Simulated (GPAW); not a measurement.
# ErH (Fm-3m) in GPAW: convergence with bands over the usual count

Aim: find how far bands over the usual count must go before the results for ErH settle, at r2SCAN. This setting moves, with any that are tied to it; all else stays.

Everything below comes from runs of GPAW 26.7.0. Logs are shortened: lines on timing, memory, paths and dates and some standing lists are left out, and cuts for length are marked. The log counts tension as positive stress, the text compression.

### 1 The crystal as given

It takes space group Fm-3m (No. 225, cubic). The conventional cell has a = 4.872 Å, b = 4.872 Å, c = 4.872 Å, α = 90.00°, β = 90.00°, γ = 90.00°. Er (site symmetry m-3m) has 6 H at 2.44 Å as nearest neighbours. Around H (site symmetry m-3m) lie 6 Er at 2.44 Å.

The cell comes from a database or a generator and needn't be the stable form of this composition.

### 2 With bands over the usual count 0.72

Contents of run.py:

```python
from ase.dft.bandgap import bandgap
from ase.io import read, write
from ase.units import GPa
from gpaw import GPAW, PW

atoms = read('POSCAR')
atoms.set_initial_magnetic_moments([3.0, 0.0])

calc = GPAW(mode=PW(800),
            xc='MGGA_X_R2SCAN+MGGA_C_R2SCAN',
            kpts={'size': (7, 7, 7), 'gamma': True},
            occupations={'name': 'fermi-dirac', 'width': 0.05},
            nbands=18,
            convergence={'density': 1e-05, 'energy': 1e-05},
            maxiter=100,
            txt='gpaw.txt')
atoms.calc = calc
energy = atoms.get_potential_energy()
forces = atoms.get_forces()
stress = atoms.get_stress()
calc.write('gs.gpw')
write('result.traj', atoms)
print(f'Energy: {energy:.6f} eV')
print('Forces (eV/A):')
print(forces.round(4))
print('Stress (GPa):', (stress / GPa).round(3))
print('Moments:', calc.get_magnetic_moments().round(3))
print('Fermi level:', round(calc.get_fermi_level(), 4), 'eV')
print(f'Gap: {bandgap(calc)[0]:.4f} eV, direct: {bandgap(calc, direct=True)[0]:.4f} eV')
```

Contents of POSCAR:

```
ErH
1.0
    0.0000000000      2.4358500000      2.4358500000
    2.4358500000      0.0000000000      2.4358500000
    2.4358500000      2.4358500000      0.0000000000
Er H
1 1
Direct
    0.0000000000      0.0000000000      0.0000000000
    0.5000000000      0.5000000000      0.5000000000
```

Potentials or basis: GPAW PAW data sets (gpaw-data 1.2.1), pw.

On the command line:

```
OMP_NUM_THREADS=1 python run.py
```

It took 4.7 min on 1 thread of Arm Neoverse V1, shared host; peak memory 0.98 GiB.

Results:

```yaml
Free_energy: -17.8200 eV
Pressure: 0.9 GPa
Band_gap_on_the_k_mesh: none (metal or under the smearing width)
Net_moment: 2.39 μB per cell
Site_moments: Er +2.46; H -0.00 μB
```

### 3 With bands over the usual count 0.8

run.py, as its differences from that of step 2:

```diff
@@ -12,3 +12,3 @@
             occupations={'name': 'fermi-dirac', 'width': 0.05},
-            nbands=18,
+            nbands=20,
             convergence={'density': 1e-05, 'energy': 1e-05},
```

POSCAR is that of step 2.

Potentials or basis: GPAW PAW data sets (gpaw-data 1.2.1), pw.

On the command line:

```
OMP_NUM_THREADS=1 python run.py
```

Run time: 5.3 min. Hardware: 1 thread of Arm Neoverse V1, shared host; peak memory 0.98 GiB.

Results (log left out):

| Property | Result |
| --- | --- |
| Free energy | -17.8200 eV |
| Pressure | 0.9 GPa |
| Band gap on the k mesh | none (metal or under the smearing width) |
| Net moment | 2.39 μB per cell |
| Site moments | Er +2.46; H -0.00 μB |

### 4 With bands over the usual count 0.9

run.py, as its differences from that of step 3:

```diff
@@ -12,3 +12,3 @@
             occupations={'name': 'fermi-dirac', 'width': 0.05},
-            nbands=20,
+            nbands=22,
             convergence={'density': 1e-05, 'energy': 1e-05},
```

POSCAR is that of step 3.

On the command line:

```
OMP_NUM_THREADS=1 python run.py
```

It took 5.4 min on 1 thread of Arm Neoverse V1, shared host; peak memory 0.99 GiB.

It converged, with:

```
Free energy            : -17.8200 eV
Pressure               : 0.9 GPa
Band gap on the k mesh : none (metal or under the smearing width)
Net moment             : 2.39 μB per cell
Site moments           : Er +2.46; H -0.00 μB
```

### 5 With bands over the usual count 1

run.py, as its differences from that of step 4:

```diff
@@ -12,3 +12,3 @@
             occupations={'name': 'fermi-dirac', 'width': 0.05},
-            nbands=22,
+            nbands=25,
             convergence={'density': 1e-05, 'energy': 1e-05},
```

POSCAR is that of step 4.

On the command line:

```
OMP_NUM_THREADS=1 python run.py
```

It took 5.9 min on 1 thread of Arm Neoverse V1, shared host; peak memory 0.98 GiB.

It converged, with:

```yaml
Free_energy: -17.8200 eV
Pressure: 0.9 GPa
Band_gap_on_the_k_mesh: none (metal or under the smearing width)
Net_moment: 2.39 μB per cell
Site_moments: Er +2.46; H -0.00 μB
```

### 6 With bands over the usual count 1.3

run.py, as its differences from that of step 5:

```diff
@@ -12,3 +12,3 @@
             occupations={'name': 'fermi-dirac', 'width': 0.05},
-            nbands=25,
+            nbands=32,
             convergence={'density': 1e-05, 'energy': 1e-05},
```

POSCAR is that of step 5.

Potentials or basis: GPAW PAW data sets (gpaw-data 1.2.1), pw.

On the command line:

```
OMP_NUM_THREADS=1 python run.py
```

gpaw.txt:

```text
__  _  _
 | _ |_)|_||  |
 |__||  | ||/\| - 26.7.0

Input parameters:
  mode=PW(ecut=800.0),
  convergence={'density': 1e-05, 'energy': 1e-05},
  kpts=MonkhorstPack(size=(7, 7, 7), gamma=True),
  maxiter=100,
  nbands=32,
  occupations=Occupations(name='fermi-dirac', width=0.05),
  xc=XC(name='MGGA_X_R2SCAN+MGGA_C_R2SCAN')

Diagonalizing LCAO Hamiltonian
Converting LCAO to pw mode

               H

       Er

Atoms  # Å, Bohr magnetons
|   | symbol |        x |        y |        z |    initial magnetic moments |
|---|--------|----------|----------|----------|-----------------------------|
| 0 |     Er | 0.000000 | 0.000000 | 0.000000 | ( 0.0000,  0.0000,  3.0000) |
| 1 |      H | 2.435850 | 2.435850 | 2.435850 | ( 0.0000,  0.0000,  0.0000) |

Unit cell  # Å
| periodic |        x |        y |        z |  lengths |    angles |
|----------|----------|----------|----------|----------|-----------|
|      yes | 0.000000 | 2.435850 | 2.435850 | 3.444812 | 60.000000 |
|      yes | 2.435850 | 0.000000 | 2.435850 | 3.444812 | 60.000000 |
|      yes | 2.435850 | 2.435850 | 0.000000 | 3.444812 | 60.000000 |

Number of symmetries: 48
Symmetry operations  # r_c * U_cc + t_c -> r_c
|    | kind |            matrix            |
|----|------|------------------------------|
|  0 |  σ   |  1, 0, 0,  1, 0,-1,  1,-1, 0 |
|  1 |  C2  |  1, 0, 0,  1,-1, 0,  1, 0,-1 |
|  2 |  E   |  1, 0, 0,  0, 1, 0,  0, 0, 1 |
|  3 |  σ   |  1, 0, 0,  0, 0, 1,  0, 1, 0 |
|  4 |  C4  |  1, 0,-1,  1, 0, 0,  1,-1, 0 |
|  5 |  S6  |  1, 0,-1,  1,-1, 0,  1, 0, 0 |
|  6 |  σ   |  1, 0,-1,  0, 1,-1,  0, 0,-1 |
|  7 |  C3  |  1, 0,-1,  0, 0,-1,  0, 1,-1 |
|  8 |  S6  |  1,-1, 0,  1, 0, 0,  1, 0,-1 |
|  9 |  C4  |  1,-1, 0,  1, 0,-1,  1, 0, 0 |
| 10 |  C3  |  1,-1, 0,  0,-1, 1,  0,-1, 0 |
| 11 |  σ   |  1,-1, 0,  0,-1, 0,  0,-1, 1 |
[... 188 lines left out ...]
|iter:  18| |  -17.764172 | -5.08 | -3.19 |  +2.3496|
|iter:  19| |  -17.763651 | -5.64 | -3.53 |  +2.3561|
|iter:  20| |  -17.764000 | -6.24 | -3.91 |  +2.3558|
|iter:  21| |  -17.764277 | -5.99 | -3.95 |  +2.3615|
|iter:  22| |  -17.764261 | -5.94 | -3.89 |  +2.3715|
|iter:  23| |  -17.764391c| -6.33 | -3.91 |  +2.3755|
|iter:  24| |  -17.764446c| -5.84 | -4.05 |  +2.3850|
|iter:  25| |  -17.764519c| -5.76 | -4.11 |  +2.3970|
|iter:  26| |  -17.764469c| -5.86 | -4.14 |  +2.4065|
|iter:  27| |  -17.764424c| -5.94 | -4.29 |  +2.3984|
|iter:  28| |  -17.764412c| -6.74 | -4.06 |  +2.3931|
|iter:  29| |  -17.764400c| -7.55c| -4.58 |  +2.3911|
|iter:  30| |  -17.764400c| -8.71c| -5.02c|  +2.3913|

Converged in 30 steps
Energy contributions relative to reference atoms: (reference = -356109.319869)

Energy contributions:
  Kinetic:         -43.293989
  Coulomb:          40.893858
  Zero:              0.402878
  External:          0.000000
  Xc:              -15.711577
  Entropy:          -0.111140
  Spinorbit:         0.000000
  ----------------------------
  Free energy:     -17.819969
  Extrapolated:    -17.764400

dipole moment: (-24.162767, -24.162767, -24.162767)  # |e|*Ang

Total magnetic moment: (0.000000, 0.000000, 2.391273)

Local magnetic moments
|        x |        y |         z |
|----------|----------|-----------|
| 0.000000 | 0.000000 |  2.462681 |  # Er   0
| 0.000000 | 0.000000 | -0.002353 |  # H    1

Fermi level: 9.400
Eigenvalues  # (at kpt = [0.000, 0.000, 0.000])
| band index |      eig [eV] | occ [0-1] |      eig [eV] | occ [0-1] |
|------------|---------------|-----------|---------------|-----------|
|          0 |       -41.563 |     1.000 |       -40.243 |     1.000 |
|        ... |               |           |               |           |
|          2 |       -14.590 |     1.000 |       -13.713 |     1.000 |
|          3 |       -14.590 |     1.000 |       -13.713 |     1.000 |
|          4 |         1.103 |     1.000 |         1.107 |     1.000 |
|          5 |         5.965 |     1.000 |         9.081 |     0.998 |
|          6 |         6.713 |     1.000 |         9.081 |     0.998 |
|          7 |         6.713 |     1.000 |         9.081 |     0.998 |
[... 8 lines left out ...]
|         16 |        15.020 |     0.000 |        15.163 |     0.000 |
|         17 |        15.935 |     0.000 |        15.832 |     0.000 |
|        ... |               |           |               |           |
|         31 |        47.050 |     0.000 |        47.427 |     0.000 |

No gap
No difference between direct/indirect transitions

Forces  # eV/Ang
|       x |        y |        z |
|---------|----------|----------|
| 0.00000 |  0.00000 |  0.00000 |  # Er   0
| 0.00000 | -0.00000 | -0.00000 |  # H    1

Stress tensor  # eV/Ang^3
|         x |         y |         z |
|-----------|-----------|-----------|
| -0.005848 |  0.000000 |  0.000000 |
|  0.000000 | -0.005848 | -0.000000 |
|  0.000000 | -0.000000 | -0.005848 |

# Writing to gs.gpw (mode='')
```

stdout:

```text
Energy: -17.764400 eV
Forces (eV/A):
[[ 0.  0.  0.]
 [ 0. -0. -0.]]
Stress (GPa): [-0.937 -0.937 -0.937 -0.     0.     0.   ]
Moments: [ 2.463e+00 -2.000e-03]
Fermi level: 9.3999 eV
Gap: 0.0000 eV, direct: 0.0000 eV
```

Run time: 7.3 min. Hardware: 1 thread of Arm Neoverse V1, shared host; peak memory 0.99 GiB.

Results:

```yaml
Free_energy: -17.8200 eV
Pressure: 0.9 GPa
Band_gap_on_the_k_mesh: none (metal or under the smearing width)
Net_moment: 2.39 μB per cell
Site_moments: Er +2.46; H -0.00 μB
```

### 7 With bands over the usual count 1.7

run.py, as its differences from that of step 6:

```diff
@@ -12,3 +12,3 @@
             occupations={'name': 'fermi-dirac', 'width': 0.05},
-            nbands=32,
+            nbands=42,
             convergence={'density': 1e-05, 'energy': 1e-05},
```

POSCAR is that of step 6.

On the command line:

```
OMP_NUM_THREADS=1 python run.py
```

Wall time 84 s (1 thread of Arm Neoverse V1, shared host).

The run was cut off at its time limit.

### 8 The series at a glance

```tsv
bands over the usual count	energy less the tightest run, at zero smearing (meV/atom)	SCF cycles	CPU time (s)	peak memory (GiB)
0.72	0.00	33	280	0.98
0.8	0.00	34	320	0.98
0.9	0.00	32	320	0.99
1	0.00	31	350	0.98
1.3	0.00	30	440	0.99
1.7	timed out after 84 s	-	-	-
```

Against the tightest run, the energy stays within 1 meV/atom from 0.72 on. The tightest run that finished is the yardstick and may itself not be fully converged.

Caveats: one-centre terms of the f shell are cut off; the magnetic or orbital state may not be the lowest; the PAW data sets were made with another functional, which shifts forces and pressure a little; spin-orbit coupling is left out, which moves the levels of the heavy elements; without U or exact exchange the open f shell lies at the Fermi level, which spoils levels, moments and volumes.
